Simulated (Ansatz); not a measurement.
# InH₂+ (triplet): B3LYP, wB97X-V over a scan of the distance In1–H2, def2-TZVPP

How well do these functionals follow the top wave-function level for InH₂+ (triplet) over a scan of the distance In1–H2?

Method: def2-TZVPP, all electrons in the functionals; program: Ansatz 0.2.0, Gaussian basis.

Plan: B3LYP, wB97X-V, at 1.553 Å; 1.735 Å; 1.966 Å; 2.173 Å; 2.436 Å; 2.692 Å; 3.096 Å; 3.615 Å; 4.288 Å; 5.216 Å; 6.578 Å.

21 further runs of the same task are left out: 15 that didn't finish, 6 set aside as unsound or not needed.

## (1) The geometry

The geometry derives from a PBE0/def2-TZVP stationary point (not a proven minimum). One bond is set to the value named and the two fragments are kept rigid. No spin-orbit coupling is included. Elements past krypton take def2 core potentials.

3 atoms, charge 1, spin multiplicity 3.

Atoms are counted from 1 here; the program's logs count them from 0.

Bond lengths: In1–H2 1.966 Å, In1–H3 1.966 Å. Angles: H2–In1–H3 71.1°.

No dispersion term is added; wB97X-V holds VV10 nonlocal correlation. B3LYP takes the VWN-RPA correlation.

The geometry shown and the zero of energy belong to the point 1.966 Å. The yardstick, FCI, and other wave-function levels (R restricted, U unrestricted, valence and pair active spaces) come from earlier runs.

## (2) B3LYP, 1.553 Å

File in.yaml:

```yaml
crystal:
  periodic: [false, false, false]
  atoms:
    - {symbol: In, position_ang: [0.000000, 0.002073, -0.024702]}
    - {symbol: H, position_ang: [0.000000, 0.905032, 1.238814]}
    - {symbol: H, position_ang: [0.000000, -1.141220, 1.575116]}
basis:
  gaussian: {orbitals: def2-TZVPP}
total_charge: 1
magnetization: {spin_polarized: true, initial_magnetization: 2}
hamiltonian: {xc: {name: B3LYP}}
```

Started as:

```bash
$ ansatz run in.yaml --threads 1 --pin off --events-out ev --progress --plain --max-ram 2393MiB
```

The runs that follow: B3LYP, 1.735 Å; B3LYP, 1.966 Å; B3LYP, 2.173 Å; B3LYP, 2.436 Å; B3LYP, 2.692 Å; B3LYP, 3.096 Å; B3LYP, 3.615 Å; B3LYP, 4.288 Å; B3LYP, 5.216 Å; B3LYP, 6.578 Å; wB97X-V, 1.553 Å; wB97X-V, 1.735 Å; wB97X-V, 1.966 Å; wB97X-V, 2.173 Å; wB97X-V, 2.436 Å; wB97X-V, 2.692 Å; wB97X-V, 3.096 Å; wB97X-V, 3.615 Å; wB97X-V, 4.288 Å; wB97X-V, 5.216 Å; wB97X-V, 6.578 Å.

Q: Predict the results of all the runs planned. Wanted: span of the FCI curve; largest miss, B3LYP; largest miss, wB97X-V.

As calculated:

| quantity | value |
| --- | --- |
| span of the FCI curve | 55.7 kJ/mol |
| largest miss, B3LYP | +5.3 kJ/mol (6.578 Å) |
| largest miss, wB97X-V | -11.8 kJ/mol (1.553 Å) |

**Reading.** Of the functionals, B3LYP keep the smallest largest miss at the points compared (at most 5.3 kJ/mol) and wB97X-V strays most (11.8 kJ/mol, at 1.553 Å). Functionals and the yardstick converge differently with the basis, so part of each miss in def2-TZVPP is the basis.
